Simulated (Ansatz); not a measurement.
**Ta (Im-3m): relaxation of cell and ions from a Python script**

A script is to give a relaxation of cell and ions; the system is Ta (Im-3m).

All numbers are computed with Ansatz 0.2.0 through its Python package. Level of theory: DFT LDA, plane waves, PAW.

### Step 1. Starting point

The structure is cubic, space group Im-3m (No. 229). The conventional cell has a = 3.303 Å, b = 3.303 Å, c = 3.303 Å, α = 90.00°, β = 90.00°, γ = 90.00°. Ta (site symmetry m-3m) has 8 Ta at 2.86 Å as nearest neighbours.

The script holds or builds the structure itself.

### Step 2. Script

The input, ta_vcrelax.py:

```python
import json

import ansatz
from ase import Atoms
from ase.data import atomic_numbers
from ase.io import write
import numpy as np
import spglib

XC = "lda"
K_SPACING = 0.25
SMEARING = "cold"
WIDTH_EV = 0.05
FMAX = 0.01

def edges_and_angles(cell):
    cell = np.asarray(cell)
    a, b, c = np.linalg.norm(cell, axis=1)
    cosines = cell[1] @ cell[2] / (b * c), cell[0] @ cell[2] / (a * c), cell[0] @ cell[1] / (a * b)
    return (a, b, c, *np.degrees(np.arccos(cosines)))

ta = (
    ansatz.Lattice.bcc(3.30256)
    .space_group(229)
    .atom("Ta", [0.0, 0.0, 0.0])
    .primitive()
)

model = (
    ta.calculation()
    .functional(XC)
    .kpoints(spacing=K_SPACING)
    .occupations(SMEARING, width=WIDTH_EV)
    .relax(force_tolerance=FMAX, pressure=30)
    .density()
)
res = model.run(threads=1, events_out="stream.ndjson")
with open("stream.ndjson") as stream:
    events = [json.loads(line) for line in stream]
steps = [e["data"] for e in events if e["event"] == "relax_step"]
summary = res.report
print("step   energy (eV)     max comp. (eV/A)   P (GPa)  SCF")
for s in steps:
    print(f"{s['step']:4d} {s['lagrangian_ev']:15.5f} {s['allowed_force_max_ev_ang']:12.4f} {s['pressure_gpa']:10.3f} {s['n_scf']:5d}")

first, last = steps[0], steps[-1]
symbols = [site.symbol for site in res.lattice.sites]
print(f"energy gained {first['lagrangian_ev'] - last['lagrangian_ev']:.4f} eV in {len(steps) - 1} steps")
for label, vectors in (("before", first["cell_ang"]), ("after", res.lattice.cell_ang)):
    print(label, "a b c (A) {:.4f} {:.4f} {:.4f}  angles {:.2f} {:.2f} {:.2f}".format(*edges_and_angles(vectors)), f" V = {abs(np.linalg.det(vectors)):.3f} A^3")
print("final stress xx yy zz (GPa, compression positive):", np.round(np.diag(summary["stress_gpa"]), 3) + 0.0)

relaxed = Atoms(symbols, positions=[site.position_ang for site in res.lattice.sites], cell=res.lattice.cell_ang, pbc=True)
write("relaxed.extxyz", relaxed, format="extxyz")

fractions = [site.position_frac for site in res.lattice.sites]
numbers = [atomic_numbers[s] for s in symbols]
for tolerance in (1e-3, 1e-2, 1e-1):
    print(f"space group at {tolerance} A:", spglib.get_spacegroup((res.lattice.cell_ang, fractions, numbers), symprec=tolerance))

print("atom   start x y z (A)              end x y z (A)")
for symbol, a, b in zip(symbols, first["positions_ang"], last["positions_ang"]):
    print(f"{symbol:3s}", " ".join(f"{v:8.4f}" for v in a), "  ", " ".join(f"{v:8.4f}" for v in b))

change = np.array(last["positions_ang"]) @ np.linalg.inv(last["cell_ang"]) - np.array(first["positions_ang"]) @ np.linalg.inv(first["cell_ang"])
moved = np.linalg.norm(change @ np.array(last["cell_ang"]), axis=1)
print("displacement within the cell, strain taken out (A):", " ".join(f"{s}:{d:.3f}" for s, d in zip(symbols, moved)))

print(f"free energy      {summary['free_energy_ev']:.5f} eV")
print(f"per atom         {summary['free_energy_ev'] / len(res.lattice.sites):.5f} eV")
print(f"SCF iterations   {summary['n_iterations']}  (converged: {summary['converged']})")

print(model.to_yaml())

rho = res.density()
total = sum(ch.density_e_per_ang3 for ch in rho.channels[:2]) if len(rho.channels) < 3 else rho.channels[0].density_e_per_ang3
print("grid", rho.dims, "electrons", round(float(total.mean() * rho.cell_volume_ang3), 4))
print(f"density range {total.min():.4f} to {total.max():.4f} e/A^3")
print(np.array2string(total[:: max(rho.dims[0] // 8, 1), :: max(rho.dims[1] // 8, 1), 0], precision=3, suppress_small=True))
```

### Step 3. Running it

The run is started by

```
> python ta_vcrelax.py
```

Q: Predict the main results. Wanted: free energy; moves of the relaxation; last largest force component; relaxed conventional cell; space group at the end.

As calculated:

```
                    quantity                                                                      value
                 free energy                                                              -9682.4676 eV
     moves of the relaxation                                                                          3
last largest force component                                                                0.0000 eV/Å
   relaxed conventional cell  a = 3.139 Å, b = 3.139 Å, c = 3.139 Å, α = 90.00°, β = 90.00°, γ = 90.00°
      space group at the end                                                                      Im-3m
```

What this shows: Over 3 moves the cell shrank by 14.1 % in volume under the 30 GPa asked, and the space group stayed Im-3m. What to keep in mind:
- Spin is left out of this run.
- Part of the cell is held or a pressure is applied, so the end point needn't be the zero-pressure lattice.
- At a fixed pressure a relaxation lowers the enthalpy F + PV, while F alone can rise.
- The mesh is modest for a metal, so energies can be off by several to tens of meV an atom and pressures by half a GPa or more; differences at equal mesh fare better.
- Energies along a relaxation are free energies. Rows at an unchanged volume are solved on a plane-wave basis chosen afresh for that cell, so the energy jumps there and such rows are no steps of the walk.
- Edges and angles that the script prints are those of the cell as typed, here a primitive one.
- Symmetry holds the cell in this phase, whether or not it is the stable one at this pressure.
- Spin-orbit coupling, which matters for elements this heavy, is left out.
- Densities and potentials on the grid are those of the valence electrons, and inside the cores they hang on the potentials used.
